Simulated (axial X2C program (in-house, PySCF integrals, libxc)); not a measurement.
**Linear HCoH at several levels**

One table from this session's results is given with a row withheld; the runs are named, their logs left out.

The runs use an in-house X2C program for linear molecules on PySCF integrals; all-electron X2C, two-component (2c) or spin-free, H dyall-v3z, Co dyall-v3z.

All values are calculated.

2 further runs of the same task are left out: 2 set aside as unsound or not needed.

The first run:

File task.json:

```json
{
 "zs": [
  1,
  27,
  1
 ],
 "q": 0,
 "bas": [
  "dyall-v3z",
  "dyall-v3z",
  "dyall-v3z"
 ],
 "r0": [
  1.43,
  1.43
 ],
 "symm": 1,
 "scan": [
  "PBE0",
  "HF",
  "PBE"
 ],
 "levels": [
  "PBE0",
  "HF",
  "B3LYP"
 ],
 "nst": 2
}
```

Keys: zs atomic numbers; q charge; bas basis sets; r0 starting distance in Å; symm equal bonds; scan levels of the two-bond scan (MP2 follows by itself at each HF point); levels methods; nst determinants followed.

The run is started by

```bash
python solin.py task.json out
```

Masses H 1.008, Co 58.933, H 1.008 u.

Among the steps run: Scan at PBE0, 2c; Scan at HF, 2c; Scan at PBE, 2c.

One of the session's tables, all rows but one given; the rest of the session is left out.

```
          level  r(H–Co) (Å)  r(Co–H) (Å)  lower stretch (cm⁻¹)  upper stretch (cm⁻¹)
       PBE0, 2c        1.596        1.596                1742.7                1845.3
         HF, 2c        1.654        1.654                1745.8                1787.3
        PBE, 2c        1.590        1.590                1710.9                1821.2
        MP2, 2c            ?            ?                     ?                     ?
PBE0, spin-free        1.596        1.596                1743.8                1846.3
  HF, spin-free        1.654        1.654                1747.1                1788.5
 PBE, spin-free        1.590        1.590                1712.1                1822.2
 MP2, spin-free        1.594        1.594                1835.2                1884.0
```

**Question.** Estimate the row for MP2, 2c.

**Answer.** r(H–Co) (Å): 1.594; r(Co–H) (Å): 1.594; lower stretch (cm⁻¹): 1833.8; upper stretch (cm⁻¹): 1882.9.

Scans not shown above were run alike.

To keep in mind: The molecule was held linear; bending was not examined, so a bent shape may lie lower. Note: functional without a current term on a determinant with orbital currents, of the molecule or an atom.
